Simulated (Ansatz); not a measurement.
What does this script print? It uses Ansatz's Python interface.

The script, `adiabatic_ch5bse.py`:
```python
# -*- coding: utf-8 -*-
"""How CH5BSe relaxes after losing an electron."""

from dataclasses import dataclass
import itertools

import ansatz as az
from ase.data import atomic_numbers, covalent_radii
import numpy as np


@dataclass(frozen=True)
class Options:
    basis_set: str = "def2-SVP"
    functional: str = "b3lyp"
    net_charge: int = 1


opts = Options()

mol = (
    az.Crystal.molecule()
    .atom("B", [-1.0436, 0.5456, -1.0106])
    .atom("Se", [0.4906, -0.6466, -1.1587])
    .atom("C", [0.823, -0.4928, 0.7355])
    .atom("H", [-0.8715, 1.7663, -1.1524])
    .atom("H", [-2.1617, 0.1438, -0.8099])
    .atom("H", [1.064, 0.5791, 1.0124])
    .atom("H", [1.7693, -1.1094, 1.0045])
    .atom("H", [0.0221, -0.8431, 1.3234])
)

setup = mol.calculation().basis(gaussian=opts.basis_set).functional(opts.functional)
symbols = [site.symbol for site in mol.cartesian_sites]
start = np.array([site.position_ang for site in mol.cartesian_sites], dtype=float)
data = setup.relax(force_tolerance=0.01).run(threads=1).report
end = np.array(data["positions_ang"])

minimum = az.Crystal.molecule()
for symbol, place in zip(symbols, end):
    minimum = minimum.atom(symbol, place.tolist())
ion = (
    minimum.calculation()
    .basis(gaussian=opts.basis_set)
    .functional(opts.functional)
    .charge(opts.net_charge)
    .spin("collinear", total=1)
)
vertical = ion.run(threads=1).report
settled = ion.relax(force_tolerance=0.01, max_steps=80).run(threads=1).report
print(f"vertical ionisation energy   {vertical['free_energy_ev'] - data['free_energy_ev']:.3f} eV")
print(f"adiabatic, no zero point     {settled['free_energy_ev'] - data['free_energy_ev']:.3f} eV")
print(f"relaxation energy of the ion {vertical['free_energy_ev'] - settled['free_energy_ev']:.3f} eV")
ionised = np.array(settled["positions_ang"])
# pairs closer than 1.2 times the sum of covalent radii, before or after
radius = [covalent_radii[atomic_numbers[s]] for s in symbols]
span = lambda where, i, j: np.linalg.norm(where[i] - where[j])
bonded = [(i, j) for i, j in itertools.combinations(range(len(symbols)), 2) if min(span(end, i, j), span(ionised, i, j)) < 1.2 * (radius[i] + radius[j])]
print("pair        before    after (A)")
for i, j in bonded:
    print(f"{symbols[i]}{i}-{symbols[j]}{j}".ljust(10), f"{span(end, i, j):8.4f} {span(ionised, i, j):8.4f}")
```

`python adiabatic_ch5bse.py` gives:
```text
vertical ionisation energy   9.635 eV
adiabatic, no zero point     9.418 eV
relaxation energy of the ion 0.217 eV
pair        before    after (A)
B0-Se1       1.8975   2.0630
B0-H3        1.2029   1.1936
B0-H4        1.2027   1.1931
Se1-C2       1.9735   1.9380
C2-H5        1.0967   1.0960
C2-H6        1.0979   1.1047
C2-H7        1.0979   1.1054
```

Notes:
- The energies are electronic: no zero-point or thermal terms, and the basis set is short of its limit. The product may relax into another structure. Each relaxation finds its nearest minimum, which needn't be the lowest.
- b3lyp holds the VWN-RPA fit, as in Gaussian; the form of ORCA and Turbomole is b3lyp5.
- Timing: 2.4 min on 1 thread of Arm Neoverse V1 (shared host), peak memory 0.31 GiB.
